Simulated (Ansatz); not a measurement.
# Cs2AgS2: the cost of one run

Program: Ansatz 0.2.0. Level of theory: reference: DFT PBE, plane waves, PAW, scalar-relativistic, no spin polarisation. These are calculated values, not measurements.

## 1. Starting point

It takes space group Ibam (No. 72, orthorhombic). The conventional cell has a = 7.637 Å, b = 14.413 Å, c = 6.726 Å, α = 90.00°, β = 90.00°, γ = 90.00°. Ag (site symmetry 222) has 4 S at 2.59 Å as nearest neighbours. S (site symmetry m) is surrounded by 2 Ag at 2.59 Å and 5 Cs at 3.65 to 3.76 Å. Around Cs (site symmetry m) lie 6 S at 3.65 to 4.04 Å and 2 Ag at 3.76 Å and 2 Cs at 4.16 Å.

As a file:

```xyz
10
Lattice="0.0000 0.0000 6.7262 7.6369 0.0000 0.0000 3.8184 7.2067 -3.3631" Properties=species:S:1:pos:R:3 pbc="T T T"
Ag    0.0000    0.0000    1.6815
Ag    0.0000    0.0000    5.0446
S     5.1969    5.7955    3.3631
S     6.2584    1.4112    0.0000
S     1.3785    1.4112    3.3631
S    10.0768    5.7955    0.0000
Cs    2.5949    2.1456    0.0000
Cs    8.8604    5.0611    3.3631
Cs    6.4134    5.0611    0.0000
Cs    5.0419    2.1456    3.3631
```

## 2. Reference

File input.yaml:

```yaml
crystal:
  lattice:
    - [0.0, 0.0, 6.726158]
    - [7.636866, 0.0, 0.0]
    - [3.818433, 7.20667, -3.363079]
  atoms:
    - { symbol: Ag, position: [0.25, 0.0, 0.0] }
    - { symbol: Ag, position: [0.75, 0.0, 0.0] }
    - { symbol: S, position: [0.90209, 0.27841, 0.80418] }
    - { symbol: S, position: [0.09791, 0.72159, 0.19582] }
    - { symbol: S, position: [0.59791, 0.08259, 0.19582] }
    - { symbol: S, position: [0.40209, 0.91741, 0.80418] }
    - { symbol: Cs, position: [0.14886, 0.19093, 0.29772] }
    - { symbol: Cs, position: [0.85114, 0.80907, 0.70228] }
    - { symbol: Cs, position: [0.35114, 0.48865, 0.70228] }
    - { symbol: Cs, position: [0.64886, 0.51135, 0.29772] }
  symmetry: { tolerance: 0.0003 }
kpoints:
  mp_grid: { grid: [3, 3, 3], shift: [0, 0, 0] }
magnetization:
  spin_polarized: false
scf:
  occupations: { method: gaussian, width: 0.0774 }
hamiltonian:
  pseudopotentials: { kind: paw }
  xc: pbe
basis:
  ecutwfc: 420
output:
  forces: true
  stress: true
  eigenvalues: true
  write_density: true
  write_potential: true
  elf: true
  volumetric_format: npy
```

The run is started by

```bash
$ ansatz run input.yaml --threads 1 --pin off --max-ram 2560MiB --backend cpu --events-out ev --progress --plain --runs-dir out
```

What time and memory should one allow on 1 thread of an Arm CPU, shared host?

About 15 s, with a peak of 0.61 GiB.
